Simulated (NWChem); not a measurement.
**CH4BFOSi (SMILES O=CB[SiH2]F) at HF/6-31G(d) (spherical functions)**

What is the adiabatic ionisation energy of CH4BFOSi at HF/6-31G* (spherical functions)? 

The results are computed with NWChem 7.3.0.

## Step 1: The system as given

CH4BFOSi has 9 atoms, charge 0, and is taken as a singlet. As SMILES, `O=CB[SiH2]F`. The shape is that of a PBE0-D4/def2-TZVP optimisation. This is one conformer, not always the lowest. The run starts from this shape.

Bond lengths: O1–C2 1.227 Å, C2–B3 1.522 Å, B3–Si4 2.001 Å, Si4–F5 1.610 Å, C2–H6 1.099 Å, B3–H7 1.195 Å, Si4–H8 1.489 Å, Si4–H9 1.486 Å. Some angles: O1–C2–B3 90.0°, C2–B3–Si4 120.9°, B3–Si4–F5 110.9°, O1–C2–H6 122.9°, B3–C2–H6 147.1°, C2–B3–H7 117.0°, Si4–B3–H7 122.0°, B3–Si4–H8 109.8°, B3–Si4–H9 112.6°, F5–Si4–H8 107.4°.

## Step 2: A structure relaxation at HF/6-31G(d) (spherical functions)

ch4bfosi.nw

```
start ch4bfosi
title "CH4BFOSi"
memory stack 880 mb heap 220 mb global 1100 mb

geometry units au
O   -1.49193878   1.47474227   3.21971537
C   -0.24245186   2.72517404   1.72040666
B    1.18693698   0.35659132   0.93692621
Si  -0.14588686  -1.90408804  -1.78579119
F   -2.57153931  -0.65989236  -3.13637845
H   -0.49586414   4.77155846   1.47115179
H    3.04000242  -0.16043775   2.11970579
H    1.82169598  -2.27258464  -3.76414547
H   -0.93390265  -4.41836865  -0.81428299
end

basis spherical bse
O library 6-31G*
C library 6-31G*
B library 6-31G*
Si library 6-31G*
F library 6-31G*
H library 6-31G*
end

scf
thresh 1e-07
maxiter 80
print low
end

driver
maxiter 60
end

freq
temp 2 298.15 500
end

task scf optimize
task scf frequencies
```

On the command line:

```bash
$ nwchem ch4bfosi.nw > ch4bfosi.out
```

Output:

```text
[...]
  functions       =    82
[...]
  wavefunction    = RHF
[...]
         Total SCF energy =   -528.096083270954
[...]
@    0    -528.09608327  0.0D+00  0.02596  0.00631  0.00000  0.00000     24.5
[...]
         Total SCF energy =   -528.098025009249
[...]
@    1    -528.09805059 -2.0D-03  0.02577  0.00529  0.03282  0.09671     57.3
[...]
@   12    -528.10553000 -1.0D-05  0.00029  0.00009  0.01493  0.03069    372.3
[...]
         Total SCF energy =   -528.105530721912
[...]
@   13    -528.10553072 -7.2D-07  0.00006  0.00002  0.00224  0.00546    399.2
[...]
         Total SCF energy =   -528.105530782849
      One-electron energy =  -1114.565781672116
      Two-electron energy =    393.278124026816
 Nuclear repulsion energy =    193.182126862450
        Time for solution =      8.8s
 Line search:
[...]
         Total SCF energy =   -528.105530782849
[...]
                         RHF ENERGY GRADIENTS
    atom               coordinates                        gradient
                 x          y          z           x          y          z
   1 O      -1.327962  -4.357282  -1.208874    0.000017   0.000008   0.000019
   2 C      -0.551343  -3.435929   0.707088   -0.000031  -0.000032  -0.000028
   3 B       1.633939  -1.386985   0.539050    0.000044   0.000017  -0.000013
   4 Si      0.970419   2.325892  -0.190825   -0.000021  -0.000034   0.000014
   5 F      -1.954995   2.989649   0.227387   -0.000000  -0.000005   0.000005
   6 H      -1.343976  -4.028241   2.531884   -0.000014   0.000015   0.000011
   7 H       3.747442  -2.129751   0.727915   -0.000013   0.000009   0.000001
   8 H       2.454709   3.942445   1.524234    0.000016   0.000015   0.000013
   9 H       1.644200   2.893391  -2.831472    0.000002   0.000009  -0.000021
[...]
@   14    -528.10553078 -6.1D-08  0.00003  0.00001  0.00031  0.00102    415.0
[...]
      Optimization converged
[...]
@   14    -528.10553078 -6.1D-08  0.00003  0.00001  0.00031  0.00102    415.0
[...]
         Total SCF energy =   -528.105530782849
[...]
 Zero-Point correction to Energy  =   34.054 kcal/mol  (  0.054269 au)
 Thermal correction to Energy     =   43.308 kcal/mol  (  0.069016 au)
 Thermal correction to Enthalpy   =   44.302 kcal/mol  (  0.070599 au)
 Total Entropy                    =   96.305 cal/mol-K
   - Translational                =   41.954 cal/mol-K (mol. weight =  90.0108)
   - Rotational                   =   28.356 cal/mol-K (symmetry #  =        1)
   - Vibrational                  =   25.995 cal/mol-K
 Cv (constant volume heat capacity) =   28.505 cal/mol-K
   - Translational                  =    2.979 cal/mol-K
   - Rotational                     =    2.979 cal/mol-K
   - Vibrational                    =   22.546 cal/mol-K
[...]
 Normal Eigenvalue ||           Projected Infra Red Intensities
  Mode   [cm**-1]  || [atomic units] [(debye/angs)**2] [(KM/mol)] [arbitrary]
 ------ ---------- || -------------- ----------------- ---------- -----------
    1       -0.000 ||    0.000746           0.017         0.727       0.128
    2       -0.000 ||    0.000635           0.015         0.619       0.109
    3       -0.000 ||    0.003765           0.087         3.670       0.644
    4       -0.000 ||    0.000211           0.005         0.205       0.036
    5       -0.000 ||    0.003044           0.070         2.968       0.521
    6        0.000 ||    0.000274           0.006         0.267       0.047
    7       59.657 ||    0.006077           0.140         5.924       1.040
    8       74.777 ||    0.004998           0.115         4.872       0.855
    9      132.382 ||    0.014716           0.340        14.346       2.518
   10      260.564 ||    0.033743           0.778        32.895       5.773
   11      361.523 ||    0.003056           0.070         2.979       0.523
   12      481.755 ||    0.062158           1.434        60.595      10.635
   13      586.528 ||    0.004905           0.113         4.782       0.839
   14      804.071 ||    0.016910           0.390        16.485       2.893
[...]
```

Wall time 8 min (1 thread of Intel Xeon Platinum 8488C (Sapphire Rapids), shared host); peak memory 0.12 GiB.

Step by step:

```
step  energy from the first frame kept (eV)
   0                                 0.0000
   1                                -0.0535
   2                                -0.1409
   3                                -0.2216
   4                                -0.2452
   5                                -0.2525
   6                                -0.2549
   7                                -0.2557
   8                                -0.2560
   9                                -0.2562
  10                                -0.2564
  11                                -0.2568
  12                                -0.2571
  13                                -0.2571
  14                                -0.2571
```

After the run. Bond lengths: O1–C2 1.198 Å, C2–B3 1.588 Å, B3–Si4 2.033 Å, Si4–F5 1.603 Å, C2–H6 1.098 Å, B3–H7 1.190 Å, Si4–H8 1.474 Å, Si4–H9 1.473 Å. Some angles: O1–C2–B3 118.7°, C2–B3–Si4 123.0°, B3–Si4–F5 110.6°, O1–C2–H6 119.8°, B3–C2–H6 121.5°, C2–B3–H7 117.0°, Si4–B3–H7 119.8°, B3–Si4–H8 110.6°, B3–Si4–H9 109.6°, F5–Si4–H8 107.6°.

## Step 3: The doublet cation: a structure relaxation at UHF/6-31G(d) (spherical functions)

nw.nw

```
start nw
memory 2200 mb
charge 1
geometry noautosym
 O       -0.789500       0.780400       1.703800
 C       -0.128300       1.442100       0.910400
 B        0.628100       0.188700       0.495800
 Si      -0.077200      -1.007600      -0.945000
 F       -1.360800      -0.349200      -1.659700
 H       -0.262400       2.525000       0.778500
 H        1.608700      -0.084900       1.121700
 H        0.964000      -1.202600      -1.991900
 H       -0.494200      -2.338100      -0.430900
end
basis spherical bse
 * library 6-31G*
end
scf
 doublet
 uhf
 thresh 1e-07
 maxiter 80
 print low
end
driver
 maxiter 60
end
freq
 temp 2 298.15 500
end
task scf optimize
task scf frequencies
```

On the command line:

```bash
$ nwchem nw.nw > nw.out
```

Output:

```text
[...]
  functions       =    82
[...]
  wavefunction    = UHF
[...]
         Total SCF energy =   -527.755648040745
[...]
@    0    -527.75564804  0.0D+00  0.06659  0.01631  0.00000  0.00000     56.1
[...]
         Total SCF energy =   -527.778810553614
[...]
@    1    -527.78672910 -3.1D-02  0.01660  0.00574  0.14996  0.45674    106.4
[...]
@   11    -527.79808623 -5.9D-07  0.00013  0.00004  0.00310  0.00804    507.9
[...]
         Total SCF energy =   -527.798086518537
[...]
@   12    -527.79808652 -2.9D-07  0.00006  0.00002  0.00217  0.00540    543.8
[...]
         Total SCF energy =   -527.798086559575
[...]
         Total SCF energy =   -527.798086559575
[...]
                         UHF ENERGY GRADIENTS
    atom               coordinates                        gradient
                 x          y          z           x          y          z
   1 O      -1.412146   2.427619   3.800129    0.000001  -0.000005   0.000001
   2 C       0.216486   2.533307   2.197953   -0.000011   0.000017   0.000003
   3 B       1.933723   0.164667   1.330822    0.000022  -0.000013  -0.000031
   4 Si      0.536019  -1.925705  -1.663994   -0.000005   0.000023   0.000014
   5 F      -1.950139  -0.400813  -2.426568    0.000005  -0.000007   0.000003
   6 H       0.403030   4.381218   1.287712   -0.000005   0.000003  -0.000010
   7 H       3.837517  -0.031883   2.474227   -0.000007  -0.000019   0.000021
   8 H       2.400253  -1.868502  -3.697195   -0.000011   0.000000  -0.000000
   9 H      -0.082716  -4.439008  -0.704009    0.000011   0.000001  -0.000001
[...]
@   13    -527.79808656 -4.1D-08  0.00002  0.00001  0.00021  0.00053    564.2
[...]
      Optimization converged
[...]
@   13    -527.79808656 -4.1D-08  0.00002  0.00001  0.00021  0.00053    564.2
[...]
         Total SCF energy =   -527.798086559575
      One electron energy =  -1107.238587634182
      Two electron energy =    384.592527809517
 Nuclear repulsion energy =    194.847973265090
                       Sz =      0.5000
                 Sz(Sz+1) =      0.7500
                      S^2 =      0.7786
[...]
 Zero-Point correction to Energy  =   33.105 kcal/mol  (  0.052756 au)
 Thermal correction to Energy     =   42.503 kcal/mol  (  0.067733 au)
 Thermal correction to Enthalpy   =   43.496 kcal/mol  (  0.069315 au)
 Total Entropy                    =   95.923 cal/mol-K
   - Translational                =   41.954 cal/mol-K (mol. weight =  90.0108)
   - Rotational                   =   28.261 cal/mol-K (symmetry #  =        1)
   - Vibrational                  =   25.708 cal/mol-K
 Cv (constant volume heat capacity) =   29.450 cal/mol-K
   - Translational                  =    2.979 cal/mol-K
   - Rotational                     =    2.979 cal/mol-K
   - Vibrational                    =   23.491 cal/mol-K
[...]
 Normal Eigenvalue ||           Projected Infra Red Intensities
  Mode   [cm**-1]  || [atomic units] [(debye/angs)**2] [(KM/mol)] [arbitrary]
 ------ ---------- || -------------- ----------------- ---------- -----------
    1       -0.000 ||    0.015819           0.365        15.421       4.037
    2       -0.000 ||    0.004499           0.104         4.386       1.148
    3       -0.000 ||    0.004159           0.096         4.054       1.061
    4        0.000 ||    0.002030           0.047         1.979       0.518
    5        0.000 ||    0.002810           0.065         2.740       0.717
    6        0.000 ||    0.021268           0.491        20.733       5.427
    7       64.034 ||    0.006263           0.144         6.105       1.598
    8       78.871 ||    0.010836           0.250        10.564       2.765
    9      166.657 ||    0.031445           0.725        30.654       8.024
   10      308.973 ||    0.002431           0.056         2.370       0.620
   11      366.449 ||    0.018112           0.418        17.657       4.622
   12      489.983 ||    0.034322           0.792        33.459       8.759
   13      564.713 ||    0.004274           0.099         4.167       1.091
   14      762.057 ||    0.005769           0.133         5.624       1.472
[...]
```

Wall time 11 min (1 thread of Intel Xeon Platinum 8488C (Sapphire Rapids), shared host); peak memory 0.14 GiB.

Step by step:

```
step  energy from the first frame kept (eV)
   0                                 0.0000
   1                                -0.8458
   2                                -1.0951
   3                                -1.1382
   4                                -1.1498
   5                                -1.1533
   6                                -1.1544
   7                                -1.1546
   8                                -1.1547
   9                                -1.1548
  10                                -1.1548
  11                                -1.1548
  12                                -1.1548
  13                                -1.1548
```

After the run. Bond lengths: O1–C2 1.210 Å, C2–B3 1.615 Å, B3–Si4 2.069 Å, Si4–F5 1.595 Å, C2–H6 1.095 Å, B3–H7 1.180 Å, Si4–H8 1.460 Å, Si4–H9 1.461 Å. Some angles: O1–C2–B3 124.3°, C2–B3–Si4 115.6°, B3–Si4–F5 102.6°, O1–C2–H6 114.4°, B3–C2–H6 121.2°, C2–B3–H7 113.8°, Si4–B3–H7 130.6°, B3–Si4–H8 108.2°, B3–Si4–H9 107.5°, F5–Si4–H8 111.1°.

## Step 4: What came out

Level: HF/6-31G* (spherical functions).

```
                                                                   quantity             value
                                  run 1, HF/6-31G*: total energy at the end     -528.10553 Eh
                               run 1, HF/6-31G*: lowest harmonic wavenumber           60 cm⁻¹
                              run 1, HF/6-31G*: highest harmonic wavenumber         3100 cm⁻¹
                                        run 1, HF/6-31G*: zero-point energy      142.5 kJ/mol
run 1, HF/6-31G*: ideal-gas entropy at 298.15 K (symmetry number 1 as used)  82.5 cal/(mol K)
                                    doublet cation: total energy at the end     -527.79809 Eh
                                                       doublet cation: ⟨S²⟩             0.779
                                 doublet cation: lowest harmonic wavenumber           64 cm⁻¹
                                doublet cation: highest harmonic wavenumber         3157 cm⁻¹
                                          doublet cation: zero-point energy      138.5 kJ/mol
    adiabatic ionisation energy (to the doublet cation, no zero-point term)          8.366 eV
```

The adiabatic ionisation energy (to the doublet cation, no zero-point term) is 8.37 eV (193 kcal/mol). All 21 modes (run 1, HF/6-31G*) are real, so the shape is a minimum at this level. The optimisation (run 1, HF/6-31G*) took 15 steps and changed the energy by -0.257 eV. All 21 modes (doublet cation) are real, so the shape is a minimum at this level. The optimisation (doublet cation) took 14 steps and changed the energy by -1.155 eV.
